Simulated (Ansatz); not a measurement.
**BGeCl (triplet): the correlation ladder at a displaced geometry (v1), cc-pVDZ**

The task here is to estimate one member of a computed series from the others.

Computed with Ansatz 0.2.0, Gaussian basis. Level: cc-pVDZ, core rule «outside noble gas», up to 20 orbitals frozen.

To be run: UHF; CCSD(T) on ROHF; CCSD(T) on UHF; BCCD(T) on ROHF; CISD; CCSDT(Q) on ROHF; CCSDT(Q) on UHF.

26 further runs of the same task are left out: 15 that didn't finish, 11 set aside as unsound or not needed.

### The geometry

The geometry is a PBE0/def2-TZVP stationary point (not a proven minimum) with its atoms shifted at random (size 0.040 Å). No spin-orbit coupling is included. The filled d shell of Ge may be among the frozen orbitals whatever the setting's name suggests; the logs give the count.

3 atoms, charge 0, spin multiplicity 3.

Atoms are counted from 1 here; the program's logs count them from 0.

Bond lengths: Cl1–B2 1.681 Å, B2–Ge3 1.911 Å. Angles: Cl1–B2–Ge3 177.2°.

Coordinates:

```xyz
3
charge 0, multiplicity 3
Cl   -0.0154   -0.0090   -1.7572
B    -0.0163   -0.0252   -0.0761
Ge    0.0317    0.0342    1.8333
```

The first run:

File in.yaml:

```yaml
crystal:
  periodic: [false, false, false]
  atoms:
    - {symbol: Cl, position_ang: [-0.015433, -0.009008, -1.757160]}
    - {symbol: B, position_ang: [-0.016266, -0.025151, -0.076113]}
    - {symbol: Ge, position_ang: [0.031698, 0.034159, 1.833273]}
basis:
  gaussian: {orbitals: cc-pVDZ}
magnetization: {spin_polarized: true, initial_magnetization: 2}
hamiltonian: {xc: hf}
output: {orbitals: {seedname: orbitals}}
```

Command:

```sh
$ ansatz run in.yaml --threads 1 --pin off --events-out ev --progress --plain --max-ram 2393MiB
```

Steps of the session up to this table: UHF; CCSD(T) on ROHF; CCSD(T) on UHF; BCCD(T) on ROHF; CISD; CCSDT(Q) on ROHF; CCSDT(Q) on UHF.

One table of the session follows, with a row left open; its other results are not shown here.

It belongs to the step «Misses and costs». 

```
   method  from UCCSDT(Q) (meV)
     ROHF                     ?
      UHF               +8206.3
     RMP2               +1194.4
     UMP2               +1209.9
     CISD               +1140.4
    RCCSD                +346.2
    UCCSD                +339.8
 RCCSD(T)                 +61.8
 UCCSD(T)                 +59.1
  BCCD(T)                 +59.8
   RCCSDT                 +24.9
   UCCSDT                 +21.1
RCCSDT(Q)                  +5.7
UCCSDT(Q)                     0
```

Estimate the missing values for ROHF.

The run gave: from UCCSDT(Q) (meV): +8308.5. In the column «from UCCSDT(Q) (meV)» it is the highest.

Caveats from the session: Restricted and unrestricted rows rest on different reference determinants; where their highest levels disagree by more than a few hundredths of an eV, they describe different states and don't form one ladder.
